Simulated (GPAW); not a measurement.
Crystal: AgAu3.

```
Au Ag
1.0
     4.12163    0.00000    0.00000
     0.00000    4.12163    0.00000
     0.00000    0.00000    4.12163
Au Ag
3 1
Direct
  0.00000 0.00000 0.50000
  0.00000 0.50000 0.00000
  0.50000 0.00000 0.00000
  0.50000 0.50000 0.50000
```

The cell comes from a database or a generator and needn't be the stable form of this composition.

| Quantity | Value |
| --- | --- |
| Program | GPAW 26.7.0 |
| Task | relaxation of cell and atoms |
| Functional | PBEsol |
| Dispersion | D3 |
| Potentials or basis | PAW data sets generated in the run's folder for this functional |
| Cutoff | 600 eV |
| Basis | pw |
| k mesh | 7 × 7 × 7 |
| Occupations | fermi-dirac, width 0.05 eV |
| Spin | no spin polarisation |

At the start: pressure -8.0 GPa; volume 17.50 Å³/atom.

Task: Where does the relaxation end?

Result: Over 4 steps the energy falls by 25.8 meV/atom and the volume is 16.56 Å³/atom (-5.4 %); space group Pm-3m (No. 221, to 0.05 Å).

Step by step:
```tsv
step	energy change (eV)	largest force (eV/Å)	pressure (GPa)	volume (Å³)
1	0.0000	0.0000	-8.02	70.02
2	-0.0304	0.0000	-6.90	69.36
3	-0.1014	0.0000	1.23	65.72
4	-0.1031	0.0000	-0.14	66.24
```

Final structure:
```yaml
crystal:
  lattice:
    - [4.04606, 0.00000, 0.00000]
    - [0.00000, 4.04606, 0.00000]
    - [0.00000, 0.00000, 4.04606]
  atoms:
    - { symbol: Au, position: [0.00000, 0.00000, 0.50000] }
    - { symbol: Au, position: [0.00000, 0.50000, 0.00000] }
    - { symbol: Au, position: [0.50000, 0.00000, 0.00000] }
    - { symbol: Ag, position: [0.50000, 0.50000, 0.50000] }
```

Caveat: with this Au data set, volumes or pressures lay over 1.5 % or 2 GPa off other programs in two to four cells of ten; later steps reuse the first step's grids; pairwise dispersion overbinds metals, which lowers pressure and volume.
